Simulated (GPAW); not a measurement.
Set up this calculation in GPAW 26.7.0, as an ASE script.

- Task: single point
- Functional: PBEh(alpha)
- Potentials or basis: GPAW PAW data sets (gpaw-data 1.2.1)
- Cutoff: 600 eV
- Basis: pw
- k mesh: 3 × 3 × 3
- Occupations: fermi-dirac, width 0.05 eV
- Spin: no spin polarisation
- Maxiter: 60
- Ranks: 4
- exact-exchange share: 0.5

The structure of MgC2 lies in POSCAR:

```
MgC2
1.0
    0.0000000000      2.5510100000      2.5510100000
    2.5510100000      0.0000000000      2.5510100000
    2.5510100000      2.5510100000      0.0000000000
Mg C
1 2
Direct
    0.5000000000      0.5000000000      0.5000000000
    0.7500000000      0.7500000000      0.7500000000
    0.2500000000      0.2500000000      0.2500000000
```

The cell was built by a generator and needn't be a form met in nature.

One way to write it, as run:

run.py

```python
from ase.dft.bandgap import bandgap
from ase.io import read, write
from ase.parallel import parprint
from gpaw import GPAW, PW

atoms = read('POSCAR')

calc = GPAW(mode=PW(600),
            xc={'name': '0.500_GGA_X_PBE+1.0_GGA_C_PBE', 'fraction': 0.5, 'omega': 0.0, 'backend': 'pw'},
            kpts={'size': (3, 3, 3), 'gamma': True},
            occupations={'name': 'fermi-dirac', 'width': 0.05},
            nbands=15,
            convergence={'density': 1e-05, 'energy': 1e-05},
            maxiter=60,
            txt='gpaw.txt')
atoms.calc = calc
energy = atoms.get_potential_energy()
calc.write('gs.gpw')
write('result.traj', atoms)
parprint(f'Energy: {energy:.6f} eV')
parprint('Fermi level:', round(calc.get_fermi_level(), 4), 'eV')
parprint(f'Gap: {bandgap(calc)[0]:.4f} eV, direct: {bandgap(calc, direct=True)[0]:.4f} eV')
```

Potentials or basis: GPAW PAW data sets (gpaw-data 1.2.1), pw.

The run is started by

```sh
$ OMP_NUM_THREADS=1 mpirun -n 4 gpaw python run.py
```

Results of the run:

| Property | Result |
| --- | --- |
| Band gap on the k mesh | 3.42 eV, direct |

Caveat: the k mesh is coarse (spacing up to 0.71 Å⁻¹), so the values aren't converged; exact exchange converges slowly with the k mesh, and this mesh is small; an odd mesh through Γ misses points on the zone boundary, where band edges often lie.

It took 2.2 min on 4 MPI ranks on Intel(R) Xeon(R) Platinum 8375C CPU @ 2.90GHz (Ice Lake) (shared host), peak memory 0.18 GiB a rank.
